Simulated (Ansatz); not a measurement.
The same path of a periodic cell of 23 atoms, Si$_{8}$O$_{15}$ (host SiO2, host structure Pbcn, one O atom removed), cell charge +2 was run twice with different band settings. Lost on the way: Si3–O8. Made: O8–Si12.

Computed with Ansatz, DFT LDA, scalar-relativistic, plane waves, PAW. Settings: PAW set soft_1, cutoff 420 eV, k mesh 2x2x2, fermi-dirac smearing 0.05 eV, no spin polarisation.

Relaxed end points:

```xyz
23
Lattice="0.0000 5.0462 4.4946 4.0970 0.0000 4.4946 4.0970 5.0462 0.0000" Properties=species:S:1:pos:R:3
Si 4.122 5.871 1.114
Si 1.871 1.741 3.526
Si 4.085 4.322 7.885
Si 1.984 3.406 1.030
O 2.956 3.079 4.125
O 3.125 4.421 1.843
O 5.040 4.430 4.755
O 1.181 3.069 2.551
O 5.342 1.923 4.919
O 5.055 5.656 2.596
O 7.230 5.700 4.109
Si 4.212 5.640 5.532
Si 6.186 6.806 7.852
Si 4.026 4.222 3.302
Si 6.122 8.381 5.640
O 3.011 8.174 4.135
O 3.158 4.504 6.365
O 0.937 4.485 4.844
O 5.165 8.147 7.099
O 5.096 6.985 4.929
O 5.005 5.656 7.069
O 3.166 5.618 4.119
O 7.088 7.000 6.368
```

```xyz
23
Lattice="0.0000 5.0462 4.4946 4.0970 0.0000 4.4946 4.0970 5.0462 0.0000" Properties=species:S:1:pos:R:3
Si 4.161 5.871 1.180
Si 2.107 1.641 3.451
Si 3.975 4.454 7.939
Si 2.219 3.306 0.957
O 2.844 3.124 4.058
O 3.132 4.438 1.887
O 5.054 4.393 4.867
O 2.908 1.979 1.931
O 5.231 1.969 4.852
O 5.062 5.673 2.640
O 7.244 5.664 4.222
Si 4.103 5.771 5.587
Si 6.162 6.759 7.832
Si 4.065 4.222 3.368
Si 6.098 8.333 5.619
O 3.091 8.155 4.048
O 3.183 4.437 6.402
O 0.924 4.475 4.857
O 5.196 8.140 7.104
O 5.176 6.965 4.842
O 5.029 5.589 7.106
O 3.153 5.609 4.134
O 7.119 6.992 6.373
```

Common settings: climbing image yes; spring 5.0 eV/Å²; optimiser quadratic models (default); end points relaxed.

| run | movable images | start path | force threshold | iteration limit |
| --- | --- | --- | --- | --- |
| 1 | 5 | IDPP | 0.05 eV/Å | 32 |
| 2 | 3 | default | 0.4 eV/Å | 50 |

What does each run give, and how far can it be trusted?

Run 1: converged after 10 iterations, highest image 0.987 eV above the first end. By the program's own check the climbing image is of a kind that is not told: the force calls were inconclusive, a negative curvature could not be distinguished from the path's own, the only one lies far off the path, or fixed occupations may fill a level only in part (lowest curvatures found: -3.67 and 6.49 eV/Å²).
Run 2: converged after 4 iterations, highest image 0.996 eV above the first end. The threshold of 0.4 eV/Å is loose, so the images may lie well off the minimum-energy path. The order of the point at the top wasn't checked.
Limits of this set-up: coarse k mesh, PAW files made for another functional, no spin, though dangling bonds at a vacancy may carry it, a small cell, in which the defect meets its images, a typed lattice constant that wasn't relaxed here, charged cell in a uniform background, uncorrected.
